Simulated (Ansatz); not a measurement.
Consider a ranking of polymorphs by energy of 2 structures of ZrH (Ansatz's Python interface).

`polymorphs_zrh.py`:
```python
"""Polymorphs of ZrH, after relaxing cells and atoms."""

import ansatz as az
import numpy as np
import spglib

PHASES = {
    "I-4m2": (
        [(-1.64391, 1.64391, 2.5044), (1.64391, -1.64391, 2.5044), (1.64391, 1.64391, -2.5044)],
        [
            ("Zr", (0.0, 0.0, 0.0)),
            ("H", (0.75, 0.25, 0.5)),
        ],
    ),
    "P4_2/mmc": (
        [(3.24279, 0.0, 0.0), (0.0, 3.24279, 0.0), (0.0, 0.0, 4.948)],
        [
            ("Zr", (0.0, 0.5, 0.0)),
            ("Zr", (0.5, 0.0, 0.5)),
            ("H", (0.0, 0.0, 0.75)),
            ("H", (0.0, 0.0, 0.25)),
        ],
    ),
}


def build(vectors, sites):
    crystal = az.Crystal(lattice=az.Lattice.of(vectors))
    for symbol, position in sites:
        crystal = crystal.atom(symbol, position)
    return crystal


def ground_state(name, crystal):
    calc = (
        crystal.calculation()
        .functional(az.Functional.R2SCAN)
        .basis(750)
        .mixing("broyden")
        .scf(tolerance=1e-08, algorithm="direct_min")
        .kpoints(spacing=0.26)
        .occupations("cold", width=0.05)
        .stress()
        .band_table()
    )
    calc = calc.relax(force_tolerance=0.01, max_steps=40, cell=True)
    return calc.run(threads=1, pin="off")


def space_group(outcome):
    sites = outcome.report["lattice"]["sites"]
    kinds = sorted({site["symbol"] for site in sites})
    cell = (outcome.lattice.cell_ang, [site["position_frac"] for site in sites], [kinds.index(site["symbol"]) for site in sites])
    return spglib.get_spacegroup(cell, symprec=0.01)


def pressure_gpa(outcome):
    return float(np.trace(outcome.report["stress_gpa"]) / 3)


def volume_per_atom(outcome):
    return abs(np.linalg.det(outcome.lattice.cell_ang)) / len(outcome.lattice.sites)

phases = {name: build(*cell) for name, cell in PHASES.items()}

done = {}
for name, crystal in phases.items():
    try:
        done[name] = ground_state(name, crystal)
    except az.NonConvergedError as error:
        print(name, "did not converge:", str(error)[:120])

energy = {name: o.report["energy_sigma0_ev"] / len(o.lattice.sites) for name, o in done.items()}
lowest = min(energy.values())
rows = [(name, len(o.lattice.sites), 1000 * (energy[name] - lowest), space_group(o), pressure_gpa(o), volume_per_atom(o)) for name, o in done.items()]
rows.sort(key=lambda row: row[2])
print("     phase       atoms  dE (meV/atom)  space group     P (GPa)  V (A^3/atom)")
for row in rows:
    print(f"{str(row[0]):>10}  {row[1]:10d}  {row[2]:13.1f}  {str(row[3]):>11}  {row[4]:10.2f}  {row[5]:12.3f}")
print("lowest in energy:", rows[0][0])
```

Which of these structures comes out lowest, and how far apart are they?

By space group at the end of each run: P4_2/mmc (+0 meV an atom, 13.1 Å³) and I-4m2 (+102 meV an atom, 13.4 Å³).

The run itself:

```console
$ python polymorphs_zrh.py
DeckWarning: relax.cell: scf.convergence.dr2_threshold = 1e-8 eV is looser than the 2e-10 eV advised for a relaxation that steers and ends on the stress (1e-10 eV for each atom of the cell: 2). What [...]
DeckWarning: relax.cell: scf.convergence.dr2_threshold = 1e-8 eV is looser than the 4e-10 eV advised for a relaxation that steers and ends on the stress (1e-10 eV for each atom of the cell: 4). What [...]
     phase       atoms  dE (meV/atom)  space group     P (GPa)  V (A^3/atom)
  P4_2/mmc           4            0.0  P4_2/mmc (131)       -0.03        13.102
     I-4m2           2          102.5  I-4m2 (119)        0.00        13.410
lowest in energy: P4_2/mmc
```
(Warnings from the package without file and line, shortened.)

What to keep in mind:
- The settings weren't tested for convergence.
- Spin is left out of this run.
- For the metals among these phases the mesh is modest: differences between phases can be off by up to 40 meV an atom.
- Pressure is positive in compression.
- The cells come from databases of deposited and of computed structures, and not all need be stable phases.
- The ranking holds among these structures alone, at zero temperature; the ground state may be another structure. Differences under about 40 meV an atom lie within the error of mesh and functional.
- Run time: 74 s on 1 thread of Intel(R) Xeon(R) 6975P-C (Granite Rapids), on a shared host, peak memory 0.83 GiB.
